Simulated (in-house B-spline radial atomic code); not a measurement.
# Pd⁴⁰⁺: excited configurations

How much energy does it take to promote electrons of Pd⁴⁰⁺ to other shells? Each configuration is solved by itself and compared with the reference.

Program: in-house B-spline radial atomic code version 1. Level of theory: Dirac-Hartree-Fock, average of configuration, Fermi nucleus, basis-set limit. These are calculated values, not measurements, unless marked.

**1. The atom as given**

| Item | Value |
| --- | --- |
| element | palladium (Z = 46) |
| charge | +40 |
| electrons | 6 |
| configuration | [He] 2s2 2p2 |
| Hamiltonian | Dirac-Coulomb |
| nucleus | Fermi, rms radius 4.532 fm |

Outer shells as boxes (Hund's rule):

[He] 2s2 2p2
```
[He] core
2s [↑↓]
2p [↑ ][↑ ][  ]
```

The boxes draw the filling by Hund's rule, which heavy ions in jj coupling don't follow; these runs average over all states of the configuration.

Input settings:

```ini
Z = 46
electrons = 6.0
configuration = [He] 2s2 2p2
hamiltonian = dirac
method = hf
spin_polarised = False
nucleus = fermi
rms_radius = 4.5318
mass_number = 106
atomic_mass = 105.903480287
speed_of_light = 137.035999084
```

This reference run was done before. Its total energy is -3112.707701 hartree, and its levels are (the highest eight at most):

| orbital | occupation | energy (eV) | <r> (bohr) |
| --- | --- | --- | --- |
| 1s1/2 | 2 | -27762.6 | 0.03170 |
| 2s1/2 | 2 | -6397.62 | 0.1312 |
| 2p1/2 | 0.666667 | -6270.22 | 0.1102 |
| 2p3/2 | 1.33333 | -6090.51 | 0.1145 |

**2. Configuration [He] 2s1 2p2 4f1**

Input settings:

```ini
Z = 46
electrons = 6.0
configuration = [He] 2s1 2p2 4f1
hamiltonian = dirac
method = hf
spin_polarised = False
nucleus = fermi
rms_radius = 4.5318
mass_number = 106
atomic_mass = 105.903480287
speed_of_light = 137.035999084
```

**3. [He] 2s2 2p1 3d1**

Settings: those of step 2 with these lines changed.

```diff
@@ -2,3 +2,3 @@
 electrons = 6.0
-configuration = [He] 2s1 2p2 4f1
+configuration = [He] 2s2 2p1 3d1
 hamiltonian = dirac
```

**4. Run with [He] 2s1 2p2 4s1**

Settings: those of step 3 with these lines changed.

```diff
@@ -2,3 +2,3 @@
 electrons = 6.0
-configuration = [He] 2s2 2p1 3d1
+configuration = [He] 2s1 2p2 4s1
 hamiltonian = dirac
```

**5. Run with [He] 2s2 2p1 5g1**

Settings: those of step 4 with these lines changed.

```diff
@@ -2,3 +2,3 @@
 electrons = 6.0
-configuration = [He] 2s1 2p2 4s1
+configuration = [He] 2s2 2p1 5g1
 hamiltonian = dirac
```

**6. Configuration [He] 2s2 2p1 4s1**

Settings: those of step 5 with these lines changed.

```diff
@@ -2,3 +2,3 @@
 electrons = 6.0
-configuration = [He] 2s2 2p1 5g1
+configuration = [He] 2s2 2p1 4s1
 hamiltonian = dirac
```

Q: How far above the reference does each configuration lie (order and size, in eV)?

As calculated:

| net move | configuration | energy above the reference (eV) | with Breit, QED, recoil (eV) | largest <r> (bohr) |
| --- | --- | --- | --- | --- |
| 2p → 3d | [He] 2s2 2p1 3d1 | 3567.16 | 3562.52 | 0.251 |
| 2p → 4s | [He] 2s2 2p1 4s1 | 4635.33 | 4631.28 | 0.553 |
| 2s → 4s | [He] 2s1 2p2 4s1 | 4883.88 | 4877.04 | 0.551 |
| 2s → 4f | [He] 2s1 2p2 4f1 | 4962.90 | 4955.27 | 0.437 |
| 2p → 5g | [He] 2s2 2p1 5g1 | 5233.13 | 5228.24 | 0.670 |

Quantum defects of the promoted electron, δ = n − ζ/√(−2ε) with ζ = 41 and ε its orbital energy in hartree:

| promotion | δ |
| --- | --- |
| 2p → 3d | 0.024 |
| 2p → 4s | 0.113 |
| 2s → 4s | 0.196 |
| 2s → 4f | 0.006 |
| 2p → 5g | 0.003 |

What this shows: At the bottom stands 2p → 3d (3567.16 eV), at the top 2p → 5g (5233.13 eV). Of those tabulated, the defect is largest for 4s (0.20) and least for 5g (0.00); at this charge much of the defect is relativistic. Two partly filled shells share a symmetry and can mix in the average, which may lower the energy, for: 2s → 4s. These are averages over configurations, without correlation, not spectroscopic levels.
